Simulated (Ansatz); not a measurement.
# C2H8AlClSi: the cost of one run

Program: Ansatz 0.2.0. Level of theory: RKS PBE/def2-SVP. These are calculated values, not measurements.

### Step 1. The starting structure

Bond lengths: C1–C2 1.491 Å, C2–Cl3 1.758 Å, C2–Al4 2.049 Å, Al4–Si5 2.367 Å, C1–H6 1.164 Å, C1–H7 1.064 Å, C1–H8 1.120 Å, C2–H9 1.134 Å, Al4–H10 1.544 Å, Si5–H11 1.436 Å, Si5–H12 1.474 Å, Si5–H13 1.415 Å. Angles (14 of 21 angles, heavy atoms first): C1–C2–Cl3 108.0°, C1–C2–Al4 112.0°, Cl3–C2–Al4 108.3°, C2–Al4–Si5 117.7°, C1–C2–H9 112.5°, Cl3–C2–H9 106.9°, Al4–C2–H9 108.9°, C2–C1–H6 109.0°, C2–C1–H7 114.0°, C2–C1–H8 108.0°, C2–Al4–H10 119.2°, Si5–Al4–H10 122.8°, Al4–Si5–H11 110.1°, Al4–Si5–H12 109.1°.

As a file:

```xyz
13

C    -1.6779    0.4783    0.6274
C    -0.3430    1.0826    0.9021
Cl    0.2537    0.4163    2.4160
Al    1.0136    0.6484   -0.5715
Si    1.3656   -1.6300   -1.1057
H    -2.1249    0.9659   -0.3307
H    -1.6616   -0.5817    0.5315
H    -2.3808    0.8099    1.4338
H    -0.3942    2.2076    1.0346
H     1.6619    1.8041   -1.3645
H     0.9699   -1.8849   -2.4619
H     0.5923   -2.4701   -0.1734
H     2.7458   -1.8812   -0.9229
```

### Step 2. Relaxing end A

Contents of input.yaml:

```yaml
crystal:
  periodic: [false, false, false]
  atoms:
    - { symbol: C, position_ang: [-1.6779, 0.4783, 0.6274] }
    - { symbol: C, position_ang: [-0.343, 1.0826, 0.9021] }
    - { symbol: Cl, position_ang: [0.2537, 0.4163, 2.416] }
    - { symbol: Al, position_ang: [1.0136, 0.6484, -0.5715] }
    - { symbol: Si, position_ang: [1.3656, -1.63, -1.1057] }
    - { symbol: H, position_ang: [-2.1249, 0.9659, -0.3307] }
    - { symbol: H, position_ang: [-1.6616, -0.5817, 0.5315] }
    - { symbol: H, position_ang: [-2.3808, 0.8099, 1.4338] }
    - { symbol: H, position_ang: [-0.3942, 2.2076, 1.0346] }
    - { symbol: H, position_ang: [1.6619, 1.8041, -1.3645] }
    - { symbol: H, position_ang: [0.9699, -1.8849, -2.4619] }
    - { symbol: H, position_ang: [0.5923, -2.4701, -0.1734] }
    - { symbol: H, position_ang: [2.7458, -1.8812, -0.9229] }
basis:
  gaussian: { orbitals: def2-SVP }
hamiltonian:
  xc: pbe
relax:
  f_tol: 0.02
  max_steps: 50
```

On the command line:

```
> ansatz run input.yaml --threads 2 --pin off --max-ram 3072MiB --backend cpu --events-out ev --progress --plain --runs-dir out
```

What time and memory should one allow on 2 threads of AMD EPYC 7B13 (Zen 3), shared host?

About 29 s, with a peak of 0.19 GiB.
